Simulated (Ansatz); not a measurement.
**C₂H₉AlSi₂: one species, many methods**

How much do the methods differ for C₂H₉AlSi₂? The plan is to run it at one geometry with functionals of several rungs and with coupled cluster. The yardstick is the atomisation energy at the CCSD(T) limit.

Program: Ansatz 0.2.0, Gaussian basis. Level of theory: functionals in def2-TZVPP, the program's frozen cores in correlated methods. These are calculated values, not measurements.

Levels to be run: LDA (SPW92), PBE-D4, revPBE-D4, BLYP-D4, r2SCAN-D4, B97M-V, PBE0-D4, B3LYP-D4, r2SCANh-D4, r2SCAN0-D4, HSE06-D4, BHLYP-D4, CAM-B3LYP-D4, LC-ωPBE, ωB97X-V, ωB97M-V, B2PLYP, PBE-QIDH; CCSD(T)/def2-SVP; CCSD(T)/def2-TZVPP; MP2/def2-QZVPP; extrapolation to the limit; RPA on PBE.

### Step 1. Structure used throughout

The geometry comes from an earlier relaxation with PBE0-D4 in a triple-zeta def2 set; it is a stationary point, not always the lowest conformer.

14 atoms, charge 0, spin multiplicity 1.

Atoms are counted from 1 here; the program's logs count them from 0.

Bond lengths: Si1–Si2 2.327 Å, Si1–H6 1.488 Å, Si1–H7 1.489 Å, Si1–H8 1.487 Å, Si2–C3 1.884 Å, Si2–Al5 2.426 Å, Si2–H10 1.486 Å, C3–C4 1.357 Å, C3–Al5 2.343 Å, C3–H11 1.092 Å, C4–H12 1.086 Å, C4–H13 1.085 Å, Al5–H9 1.585 Å, Al5–H14 1.583 Å. Angles: Si2–Si1–H6 108.0°, Si2–Si1–H7 112.5°, Si2–Si1–H8 110.5°, H6–Si1–H7 108.6°, H6–Si1–H8 108.7°, H7–Si1–H8 108.6°, Si1–Si2–C3 111.2°, Si1–Si2–Al5 117.3°, Si1–Si2–H10 115.0°, C3–Si2–Al5 64.4°, C3–Si2–H10 108.0°, Al5–Si2–H10 125.8°, Si2–C3–C4 126.6°, Si2–C3–Al5 69.1°, Si2–C3–H11 115.2°, C4–C3–Al5 81.5°, C4–C3–H11 115.8°, Al5–C3–H11 107.5° and more.

### Step 2. LDA

This LDA is Slater exchange with PW92 correlation.

File in.yaml:

```yaml
crystal:
  periodic: [false, false, false]
  atoms:
    - {symbol: Si, position_ang: [-2.024722, -0.307765, -1.283284]}
    - {symbol: Si, position_ang: [-0.558486, -1.055417, 0.362161]}
    - {symbol: C, position_ang: [0.264622, 0.388128, 1.250156]}
    - {symbol: C, position_ang: [0.882411, 1.447992, 0.669823]}
    - {symbol: Al, position_ang: [1.815845, -0.785893, -0.054898]}
    - {symbol: H, position_ang: [-1.348944, 0.780921, -2.040050]}
    - {symbol: H, position_ang: [-3.293488, 0.225086, -0.715511]}
    - {symbol: H, position_ang: [-2.353841, -1.409094, -2.226445]}
    - {symbol: H, position_ang: [2.125572, -0.130692, -1.464414]}
    - {symbol: H, position_ang: [-1.165645, -1.940474, 1.389704]}
    - {symbol: H, position_ang: [0.514727, 0.208183, 2.297544]}
    - {symbol: H, position_ang: [0.687178, 1.734435, -0.359145]}
    - {symbol: H, position_ang: [1.527213, 2.110602, 1.238504]}
    - {symbol: H, position_ang: [2.914559, -1.295213, 0.964651]}
basis:
  gaussian: {orbitals: def2-TZVPP}
hamiltonian: {xc: lda}
output: {orbitals: {seedname: orbitals}}
```

Further steps of the session: PBE-D4 (GGA); revPBE-D4 (GGA); BLYP-D4 (GGA); r2SCAN-D4 (meta-GGA); B97M-V (meta-GGA); PBE0-D4 (hybrid); B3LYP-D4 (hybrid); r2SCANh-D4 (hybrid); r2SCAN0-D4 (hybrid); HSE06-D4 (hybrid); BHLYP-D4 (hybrid); CAM-B3LYP-D4 (range-separated); LC-ωPBE (range-separated); ωB97X-V (range-separated); ωB97M-V (range-separated); B2PLYP (double hybrid); PBE-QIDH (double hybrid); CCSD(T) in def2-SVP; CCSD(T) in def2-TZVPP; MP2 in def2-QZVPP; RPA on PBE orbitals.

Q: Predict the results of all the runs planned. Wanted: atomisation energy, CCSD(T)/CBS; farthest beyond LDA; mean size of error, GGA; mean size of error, meta-GGA; mean size of error, hybrid; mean size of error, range-separated; mean size of error, double hybrid; gap, smallest and largest; T1 diagnostic.

**Answer**, as computed:

| quantity | value |
| --- | --- |
| atomisation energy, CCSD(T)/CBS | 4552.2 kJ/mol |
| functionals within 22.8 kJ/mol (0.5 %) | PBE-D4, r2SCAN-D4, PBE0-D4, B3LYP-D4, r2SCANh-D4, r2SCAN0-D4, HSE06-D4, CAM-B3LYP-D4, ωB97M-V |
| farthest beyond LDA | BHLYP-D4 (-77.6 kJ/mol) |
| mean size of error, GGA | 39.5 kJ/mol |
| mean size of error, meta-GGA | 36.7 kJ/mol |
| mean size of error, hybrid | 21.2 kJ/mol |
| mean size of error, range-separated | 17.8 kJ/mol |
| mean size of error, double hybrid | 54.2 kJ/mol |
| gap, smallest and largest | 3.38 eV (LDA (SPW92)), 9.66 eV (LC-ωPBE) |
| T1 diagnostic | 0.0144 |
| triples share of the correlation energy | 4.2 % |

What this shows: LDA overbinds by 531.1 kJ/mol (12 %). PBE-D4 misses by +21.2 kJ/mol. Double hybrids carry the basis error of their MP2 part in triple zeta, and no dispersion term here, so their miss is partly the set-up's. The rungs range-separated, hybrid miss on average by less than the doubt on the reference (22.8 kJ/mol), so they tie. The reference freezes the cores and leaves out relativity and excitations past (T), so misses under about 22.8 kJ/mol can't be ranked. Hartree-Fock recovers 75 % of the binding; the rest is correlation. CCSD(T) in def2-SVP is off by -251.7 kJ/mol, more than most functionals: a good method in a small basis is no reference. Orbital gaps span 3.4 to 9.7 eV; exact exchange widens them.
